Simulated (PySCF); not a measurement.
# BBr₂⁺: relaxation and vibrations of the singlet

Where does singlet BBr₂⁺ go from a linear start, is the end point a minimum, and what are its modes, charges and moments?

Program: PySCF 2.14.0. Level of theory: PBE0, basis B def2-TZVP, Br def2-TZVP, no relativity, density fitting. These are calculated values, not measurements.

## (1) Where the work starts

3 atoms, charge 1, spin multiplicity 1.

Bond lengths: B1–Br2 1.950 Å, B1–Br3 1.950 Å. Angles: Br2–B1–Br3 180.0°.

Z-matrix (Å, degrees; charge 1 multiplicity 1):
```
B
Br 1 1.9502
Br 1 1.9502 2 180.00
```

## (2) First SCF at the start

One driver script runs all steps and calls PySCF; scf.py shows how it sets up the SCF of each step. The optimiser is the driver's own. After this first run the driver tries any further starts and a stability analysis.

scf.py reads:

```python
from pyscf import gto, scf, dft
mol = gto.M(atom='''
B      0.000000     0.000000     0.000000
Br     0.000000     0.000000     1.950200
Br     0.000000     0.000000    -1.950200''',
    basis={'B': 'def2-TZVP', 'Br': 'def2-TZVP'},
    charge=1, spin=0)
mf = dft.RKS(mol, xc='PBE0')
mf.grids.atom_grid = (50, 194)
aux = {'B': 'def2-universal-JKFIT', 'Br': 'def2-universal-JKFIT'}
mf = mf.density_fit(auxbasis=aux)
mf.conv_tol = 1e-08
mf.diis_space = 10
mf.max_cycle = 60
mf.init_guess = 'minao'
mf.verbose = 4
mf.kernel()
```

Launch:

```console
> OMP_NUM_THREADS=4 python axn.py task.json out
```

Further steps of the session: Linear start, singlet: relaxation; Is it a minimum? Harmonic modes.

What does the calculation give? Wanted: minimum; geometry; wavenumbers; dipole moment; highest occupied, lowest empty level; polar-tensor charge of B1; zero-point energy.

**Answer**, as computed:

```
                            quantity                              value
                             minimum                       singlet, D∞h
                            geometry  B–Br 1.761 Å (×2); Br–B–Br 180.0°
                  wavenumbers (cm⁻¹)    279 (πu), 339 (σg+), 1275 (σu+)
      dipole moment (centre of mass)                             0.00 D
highest occupied, lowest empty level                   -15.52, -8.11 eV
           polar-tensor charge of B1                            +1.01 e
                   zero-point energy                        13.0 kJ/mol
                 entropy at 298.15 K                    265.9 J/(mol K)
```

The linear start keeps its D∞h symmetry and ends in a minimum. In the infrared the band at 1275 cm⁻¹ (σu+) leads. Other starts or spin states, not run here, may lie lower.
